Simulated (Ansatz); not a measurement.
**H8InNSi2: a ladder of functionals and wavefunction methods**

Aim: compute H8InNSi2 with functionals from several rungs and with coupled cluster. The yardstick is the atomisation energy at the CCSD(T) limit.

Method: functionals in def2-TZVPP, the program's frozen cores in correlated methods; program: Ansatz 0.2.0, Gaussian basis.

Levels to be run: LDA (SPW92), PBE-D4, revPBE-D4, BLYP-D4, r2SCAN-D4, B97M-V, PBE0-D4, B3LYP-D4, r2SCANh-D4, r2SCAN0-D4, HSE06-D4, BHLYP-D4, CAM-B3LYP-D4, LC-ωPBE, ωB97X-V, ωB97M-V, B2PLYP, PBE-QIDH; CCSD(T)/def2-SVP; CCSD(T)/def2-TZVPP; MP2/def2-QZVPP; extrapolation to the limit; RPA on PBE.

## 1. Structure used throughout

An earlier PBE0-D4 in a triple-zeta def2 set relaxation fixed the geometry. In takes the def2 core potential; no spin-orbit term is included.

12 atoms, charge 0, spin multiplicity 1.

Atoms are counted from 1 here; the program's logs count them from 0.

Bond lengths: Si1–N2 1.727 Å, Si1–H5 1.488 Å, Si1–H6 1.491 Å, Si1–H7 1.491 Å, N2–Si3 1.727 Å, N2–In4 2.062 Å, Si3–H8 1.491 Å, Si3–H9 1.491 Å, Si3–H10 1.488 Å, In4–H11 1.708 Å, In4–H12 1.708 Å. Angles: N2–Si1–H5 109.4°, N2–Si1–H6 111.6°, N2–Si1–H7 111.7°, H5–Si1–H6 108.5°, H5–Si1–H7 108.4°, H6–Si1–H7 107.1°, Si1–N2–Si3 119.7°, Si1–N2–In4 120.2°, Si3–N2–In4 120.2°, N2–Si3–H8 111.6°, N2–Si3–H9 111.7°, N2–Si3–H10 109.3°, H8–Si3–H9 107.1°, H8–Si3–H10 108.5°, H9–Si3–H10 108.5°, N2–In4–H11 113.4°, N2–In4–H12 113.4°, H11–In4–H12 133.3°.

Geometry (Å):

```xyz
12
H8InNSi2
Si   -0.2994    1.3626   -0.9499
N    -0.0234   -0.0719   -0.0288
Si    0.7451    0.0365    1.5139
In   -0.6069   -1.9064   -0.7688
H    -0.9891    1.0080   -2.2200
H    -1.1479    2.3380   -0.2066
H     0.9773    2.0571   -1.2842
H    -0.0272    0.9003    2.4527
H     2.1144    0.6179    1.4083
H     0.8554   -1.3241    2.1066
H    -1.3558   -1.8122   -2.3007
H    -0.2425   -3.2059    0.2775
```

## 2. LDA

This LDA is Slater exchange with PW92 correlation.

Contents of in.yaml:

```yaml
crystal:
  periodic: [false, false, false]
  atoms:
    - {symbol: Si, position_ang: [-0.299397, 1.362635, -0.949854]}
    - {symbol: N, position_ang: [-0.023441, -0.071855, -0.028765]}
    - {symbol: Si, position_ang: [0.745113, 0.036531, 1.513926]}
    - {symbol: In, position_ang: [-0.606899, -1.906447, -0.768840]}
    - {symbol: H, position_ang: [-0.989097, 1.008021, -2.220036]}
    - {symbol: H, position_ang: [-1.147917, 2.338043, -0.206620]}
    - {symbol: H, position_ang: [0.977345, 2.057106, -1.284181]}
    - {symbol: H, position_ang: [-0.027226, 0.900321, 2.452661]}
    - {symbol: H, position_ang: [2.114408, 0.617923, 1.408311]}
    - {symbol: H, position_ang: [0.855350, -1.324130, 2.106599]}
    - {symbol: H, position_ang: [-1.355796, -1.812218, -2.300668]}
    - {symbol: H, position_ang: [-0.242453, -3.205910, 0.277476]}
basis:
  gaussian: {orbitals: def2-TZVPP}
hamiltonian: {xc: lda}
output: {orbitals: {seedname: orbitals}}
```

Started as:

```console
> ansatz run in.yaml --threads 4 --pin off --events-out ev --progress --plain --max-ram 10444MiB
```

Further steps of the session: PBE-D4 (GGA); revPBE-D4 (GGA); BLYP-D4 (GGA); r2SCAN-D4 (meta-GGA); B97M-V (meta-GGA); PBE0-D4 (hybrid); B3LYP-D4 (hybrid); r2SCANh-D4 (hybrid); r2SCAN0-D4 (hybrid); HSE06-D4 (hybrid); BHLYP-D4 (hybrid); CAM-B3LYP-D4 (range-separated); LC-ωPBE (range-separated); ωB97X-V (range-separated); ωB97M-V (range-separated); B2PLYP (double hybrid); PBE-QIDH (double hybrid); CCSD(T) in def2-SVP; CCSD(T) in def2-TZVPP; MP2 in def2-QZVPP; RPA on PBE orbitals.

Q: Predict the results of all the runs planned. Wanted: atomisation energy, CCSD(T)/CBS; farthest beyond LDA; mean size of error, GGA; mean size of error, meta-GGA; mean size of error, hybrid; mean size of error, range-separated; mean size of error, double hybrid; gap, smallest and largest; T1 diagnostic.

**Answer**, as computed:

| quantity | value |
| --- | --- |
| atomisation energy, CCSD(T)/CBS | 3422.8 kJ/mol |
| functionals within 34.2 kJ/mol (1.0 %) | B97M-V, B3LYP-D4, CAM-B3LYP-D4, ωB97X-V, ωB97M-V |
| farthest beyond LDA | revPBE-D4 (-127.9 kJ/mol) |
| mean size of error, GGA | 90.0 kJ/mol |
| mean size of error, meta-GGA | 21.0 kJ/mol |
| mean size of error, hybrid | 64.6 kJ/mol |
| mean size of error, range-separated | 23.4 kJ/mol |
| mean size of error, double hybrid | 80.0 kJ/mol |
| gap, smallest and largest | 3.68 eV (LDA (SPW92)), 10.24 eV (LC-ωPBE) |
| T1 diagnostic | 0.0146 |
| triples share of the correlation energy | 3.3 % |

What this shows: LDA overbinds by 347.0 kJ/mol (10 %). PBE-D4 is off by -72.7 kJ/mol. Double hybrids carry the basis error of their MP2 part in triple zeta, and no dispersion term here, so their miss is partly the set-up's. The rungs meta-GGA, range-separated miss on average by less than the doubt on the reference (34.2 kJ/mol), so they tie. Misses under about 34.2 kJ/mol are within the doubt on the reference itself, which lacks core-valence correlation, spin-orbit coupling and higher excitations, and its outer-core shells are covered unevenly. All levels share the lack of spin-orbit coupling, which lowers the free heavy atoms and so the true binding. Hartree-Fock recovers 73 % of the binding; the rest is correlation. CCSD(T) in def2-SVP is off by -272.7 kJ/mol, which most functionals beat. The gap grows from 3.7 to 10.2 eV across the functionals, mostly with the share of exact exchange. Correlated methods include outer-core shells of In, which these sets cover unevenly.
